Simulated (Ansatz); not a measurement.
# CH6AlFO2Si: basis-set convergence

One table from this session's results is given with a row withheld; the runs are named, their logs left out.

The runs use Ansatz 0.2.0, Gaussian basis; one geometry, several basis sets.

Levels to be run: PBE0-D4/def2-SVP; ωB97M-V/def2-SVP; PBE0-D4/def2-QZVPP; ωB97M-V/def2-QZVPP; the functionals' def2-TZVPP values are taken from earlier runs.

## The relaxed structure

The geometry comes from an earlier relaxation with PBE0-D4 in a triple-zeta def2 set; it is a stationary point, not always the lowest conformer.

SMILES `C[O][Al]([F])[O][SiH3]`, 12 atoms, charge 0, spin multiplicity 1.

Atoms are counted from 1 here; the program's logs count them from 0.

Bond lengths: C1–O2 1.400 Å, C1–H7 1.094 Å, C1–H8 1.094 Å, C1–H9 1.096 Å, O2–Al3 1.668 Å, Al3–F4 1.638 Å, Al3–O5 1.669 Å, O5–Si6 1.626 Å, Si6–H10 1.486 Å, Si6–H11 1.487 Å, Si6–H12 1.486 Å. Angles: O2–C1–H7 109.8°, O2–C1–H8 109.9°, O2–C1–H9 112.6°, H7–C1–H8 108.0°, H7–C1–H9 108.2°, H8–C1–H9 108.2°, C1–O2–Al3 134.6°, O2–Al3–F4 117.9°, O2–Al3–O5 122.3°, F4–Al3–O5 119.8°, Al3–O5–Si6 170.0°, O5–Si6–H10 110.0°, O5–Si6–H11 109.6°, O5–Si6–H12 110.3°, H10–Si6–H11 108.9°, H10–Si6–H12 109.1°, H11–Si6–H12 108.9°.

Set-up of the first run:

Contents of in.yaml:

```yaml
crystal:
  periodic: [false, false, false]
  atoms:
    - {symbol: C, position_ang: [-0.079876, 1.995927, 1.448321]}
    - {symbol: O, position_ang: [0.916690, 1.698029, 0.510868]}
    - {symbol: Al, position_ang: [1.185351, 0.441993, -0.553977]}
    - {symbol: F, position_ang: [2.524691, 0.507676, -1.495247]}
    - {symbol: O, position_ang: [0.143831, -0.855490, -0.682242]}
    - {symbol: Si, position_ang: [-0.692802, -2.210953, -1.008076]}
    - {symbol: H, position_ang: [-0.549658, 2.952414, 1.199743]}
    - {symbol: H, position_ang: [0.362278, 2.084811, 2.445229]}
    - {symbol: H, position_ang: [-0.862920, 1.229852, 1.487918]}
    - {symbol: H, position_ang: [0.037227, -3.396884, -0.488192]}
    - {symbol: H, position_ang: [-2.026729, -2.141603, -0.355532]}
    - {symbol: H, position_ang: [-0.881283, -2.361071, -2.474913]}
basis:
  gaussian: {orbitals: def2-SVP}
hamiltonian: {xc: pbe0, dispersion: d4}
output: {orbitals: {seedname: orbitals}}
```

Command:

```
> ansatz run in.yaml --threads 2 --pin off --events-out ev --progress --plain --max-ram 32768MiB --backend cpu
```

Steps of the session up to this table: PBE0-D4 in def2-SVP; ωB97M-V in def2-SVP; PBE0-D4 in def2-QZVPP; ωB97M-V in def2-QZVPP.

One of the session's tables, all rows but one given; the rest of the session is left out.

It belongs to the step «Functionals by basis». 

```
functional       basis  HOMO (eV)
   PBE0-D4    def2-SVP      -8.32
   PBE0-D4  def2-TZVPP      -8.47
   PBE0-D4  def2-QZVPP      -8.50
   ωB97M-V    def2-SVP     -10.70
   ωB97M-V  def2-TZVPP          ?
   ωB97M-V  def2-QZVPP     -10.92
```

Q: Estimate the row for ωB97M-V, def2-TZVPP from the others.

**Answer.** HOMO (eV): -10.89. In the column «HOMO (eV)» it lies between ωB97M-V, def2-QZVPP (-10.92) and ωB97M-V, def2-SVP (-10.70).
